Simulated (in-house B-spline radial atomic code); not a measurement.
# Rh⁷⁺: Hartree-Fock with and without relativity

How do the shells of Rh⁷⁺ move when the Schrödinger Hamiltonian gives way to Dirac's?

Program: in-house B-spline radial atomic code version 1. Level of theory: Hartree-Fock averaged over the configuration, non-relativistic (point nucleus) and Dirac-Coulomb (finite nucleus); spherical all-electron atom at the radial basis limit. These are calculated values, not measurements, unless marked.

### 1 Starting point

```
element       : rhodium (Z = 45)
charge        : +7
electrons     : 38
configuration : [Kr] 4d2
nucleus       : point (non-relativistic run); Fermi, rms radius 4.495 fm (Dirac runs)
```

Outer shells as boxes (Hund's rule):

[Kr] 4d2
```
[Kr] core
4d [↑ ][↑ ][  ][  ][  ]
```

The boxes draw the filling by Hund's rule, which heavy ions in jj coupling don't follow; these runs average over all states of the configuration.

### 2 Non-relativistic run

Input settings:

```ini
Z = 45
electrons = 38.0
configuration = [Kr] 4d2
hamiltonian = nr
method = hf
spin_polarised = False
```

### 3 Dirac-Coulomb run

Input settings:

```ini
Z = 45
electrons = 38.0
configuration = [Kr] 4d2
hamiltonian = dirac
method = hf
spin_polarised = False
nucleus = fermi
rms_radius = 4.4945
mass_number = 103
atomic_mass = 102.905494081
speed_of_light = 137.035999084
```

### 4 Dirac-Coulomb run in the lowest jj configuration, 1s2 2s2 2p6 3s2 3p6 3d10 4s2 4p6 4d-2

In configurations, a minus sign after the shell means j = l − 1/2 and a plus sign j = l + 1/2; the count of electrons follows.

Changes to the settings of step 3:

```diff
@@ -2,3 +2,3 @@
 electrons = 38.0
-configuration = [Kr] 4d2
+configuration = 1s2 2s2 2p6 3s2 3p6 3d10 4s2 4p6 4d-2
 hamiltonian = dirac
```

How much does each shell's level and mean radius change with the Dirac Hamiltonian, and the total energy?

As calculated:

Levels and radii; the Dirac values are averaged over j with the occupations as weights.

| shell | ε non-rel. (eV) | ε Dirac (eV) | <r> non-rel. (bohr) | <r> Dirac (bohr) | change of <r> (%) |
| --- | --- | --- | --- | --- | --- |
| 1s | -22814.0 | -23476.9 | 0.03385 | 0.03262 | -3.62 |
| 2s | -3427.60 | -3586.61 | 0.1470 | 0.1413 | -3.87 |
| 2p | -3177.81 | -3221.88 | 0.1260 | 0.1236 | -1.91 |
| 3s | -740.17 | -771.87 | 0.3997 | 0.3875 | -3.03 |
| 3p | -639.53 | -648.46 | 0.3930 | 0.3875 | -1.40 |
| 3d | -455.42 | -450.22 | 0.3681 | 0.3685 | +0.11 |
| 4s | -203.54 | -209.59 | 0.9685 | 0.9456 | -2.37 |
| 4p | -167.56 | -168.96 | 1.023 | 1.014 | -0.94 |
| 4d | -115.94 | -114.97 | 1.170 | 1.176 | +0.52 |

Relativity and the finite nucleus together change the total energy by -96.94 hartree (-2.1 %). The first-order mass-velocity and Darwin terms of the non-relativistic run add up to -90.06 hartree, 93 % of it. Averaged over j, the 2s shell contracts most (-3.87 %), while 4d expands by 0.52 %, being screened better by the contracted inner s and p shells. Spin-orbit coupling splits the 4d level by 0.641 eV and the 2p level by 145.39 eV. The lowest jj configuration lies 0.913 eV below the average over the whole configuration. Breit terms add 3.05 hartree and QED terms 2.03 hartree.
